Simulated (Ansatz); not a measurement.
**CH₄BFO: how energies converge with the basis set**

Aim: see how fast density functionals converge with the basis set for CH₄BFO.

Program: Ansatz 0.2.0, Gaussian basis. Level of theory: one geometry, several basis sets. These are calculated values, not measurements.

Plan: PBE0-D4/def2-SVP; ωB97M-V/def2-SVP; PBE0-D4/def2-QZVPP; ωB97M-V/def2-QZVPP; the functionals' def2-TZVPP values are taken from earlier runs.

1 further run of the same task is left out (it didn't finish).

**1. The geometry**

An earlier PBE0-D4 in a triple-zeta def2 set relaxation fixed the geometry.

8 atoms, charge 0, spin multiplicity 1.

Atoms are counted from 1 here; the program's logs count them from 0.

Bond lengths: O1–B2 1.352 Å, O1–H5 0.960 Å, B2–C3 1.572 Å, B2–H6 1.200 Å, C3–F4 1.389 Å, C3–H7 1.098 Å, C3–H8 1.098 Å. Angles: B2–O1–H5 113.6°, O1–B2–C3 116.8°, O1–B2–H6 121.2°, C3–B2–H6 122.0°, B2–C3–F4 112.6°, B2–C3–H7 110.8°, B2–C3–H8 110.7°, F4–C3–H7 108.1°, F4–C3–H8 108.1°, H7–C3–H8 106.3°.

**2. PBE0-D4 in def2-SVP**

File in.yaml:

```yaml
crystal:
  periodic: [false, false, false]
  atoms:
    - {symbol: O, position_ang: [-0.242210, 1.079490, -1.168597]}
    - {symbol: B, position_ang: [0.106698, 0.597613, 0.045448]}
    - {symbol: C, position_ang: [-0.021407, -0.954833, 0.254082]}
    - {symbol: F, position_ang: [0.362024, -1.355093, 1.527500]}
    - {symbol: H, position_ang: [-0.147107, 2.031211, -1.246331]}
    - {symbol: H, position_ang: [0.494300, 1.326984, 0.916608]}
    - {symbol: H, position_ang: [0.595505, -1.497464, -0.474339]}
    - {symbol: H, position_ang: [-1.055704, -1.284907, 0.089731]}
basis:
  gaussian: {orbitals: def2-SVP}
hamiltonian: {xc: pbe0, dispersion: d4}
output: {orbitals: {seedname: orbitals}}
```

Run with:

```console
$ ansatz run in.yaml --threads 2 --pin off --events-out ev --progress --plain --max-ram 4352MiB
```

Further steps of the session: ωB97M-V in def2-SVP; PBE0-D4 in def2-QZVPP; ωB97M-V in def2-QZVPP.

Q: Predict the results of all the runs planned. Wanted: PBE0-D4: double and triple zeta above quadruple; ωB97M-V: double and triple zeta above quadruple.

**Answer**, as computed:

| quantity | value |
| --- | --- |
| PBE0-D4: double and triple zeta above quadruple | 8.19, 0.37 eV |
| ωB97M-V: double and triple zeta above quadruple | 8.41, 0.35 eV |

For PBE0-D4 the step from double to triple zeta gains 7.82 eV and the next only 0.37 eV. These are total energies; as a rule much of such shifts cancels in differences, which this series doesn't test. The LUMO of ωB97M-V is positive and keeps falling with the basis (2.04 to 1.30 eV): an unbound level that the basis holds in place.
